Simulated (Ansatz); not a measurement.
# Ba5Ge2F2: the cost of one run

Program: Ansatz 0.2.0. Level of theory: DFT PBE, scalar-relativistic, plane waves, PAW. These are calculated values, not measurements.

## Step 1: Starting point

The structure is hexagonal, space group P6/mmm (No. 191). Conventional cell: a = 5.885 Å, b = 5.885 Å, c = 8.919 Å, α = 90.00°, β = 90.00°, γ = 120.00°. Ba (site symmetry 3m) is surrounded by 1 F at 1.92 Å. Around Ba (site symmetry 6/mmm) lie 6 F at 3.40 Å and 12 Ba at 3.90 Å. Ge (site symmetry -6m2) is surrounded by 2 Ba at 2.54 Å. Around F (site symmetry -6m2) lie 2 Ba at 1.92 Å.

Coordinates:

```
Ba Ge F
1.0
     5.88528    0.00000    0.00000
    -2.94264    5.09680    0.00000
     0.00000    0.00000    8.91934
Ba Ge F
5 2 2
Direct
  0.33333 0.66667 0.28527
  0.66667 0.33333 0.28527
  0.66667 0.33333 0.71473
  0.33333 0.66667 0.71473
  0.00000 0.00000 0.50000
  0.33333 0.66667 0.00000
  0.66667 0.33333 0.00000
  0.33333 0.66667 0.50000
  0.66667 0.33333 0.50000
```

Recipe of the guess: random cell by space group and Wyckoff sites (P6/mmm, No. 191). Its size is a rough estimate.

## Step 2: Probe: one point on a coarse mesh

Input file input.yaml:

```yaml
crystal:
  lattice:
    - [5.8852757, 0.0, 0.0]
    - [-2.94263785, 5.09679826, 0.0]
    - [0.0, 0.0, 8.91934251]
  atoms:
    - { symbol: Ba, position: [0.33333333, 0.66666667, 0.28527104] }
    - { symbol: Ba, position: [0.66666667, 0.33333333, 0.28527104] }
    - { symbol: Ba, position: [0.66666667, 0.33333333, 0.71472896] }
    - { symbol: Ba, position: [0.33333333, 0.66666667, 0.71472896] }
    - { symbol: Ba, position: [0.0, 0.0, 0.5] }
    - { symbol: Ge, position: [0.33333333, 0.66666667, 0.0] }
    - { symbol: Ge, position: [0.66666667, 0.33333333, 0.0] }
    - { symbol: F, position: [0.33333333, 0.66666667, 0.5] }
    - { symbol: F, position: [0.66666667, 0.33333333, 0.5] }
basis:
  ecutwfc: 420
kpoints:
  mp_grid: { grid: [3, 3, 2] }
hamiltonian:
  xc: pbe
scf:
  occupations: { method: gaussian, width: 0.1 }
  lower_state_search: "off"
output:
  forces: true
  stress: true
  eigenvalues: true
```

Command:

```
> ansatz run input.yaml --threads 1 --pin off --max-ram 2560MiB --backend cpu --events-out ev --progress --plain --runs-dir out
```

What time and memory should one allow on 1 thread of Intel Xeon 6975P-C (Granite Rapids), shared host?

About 5.2 s, with a peak of 0.55 GiB.
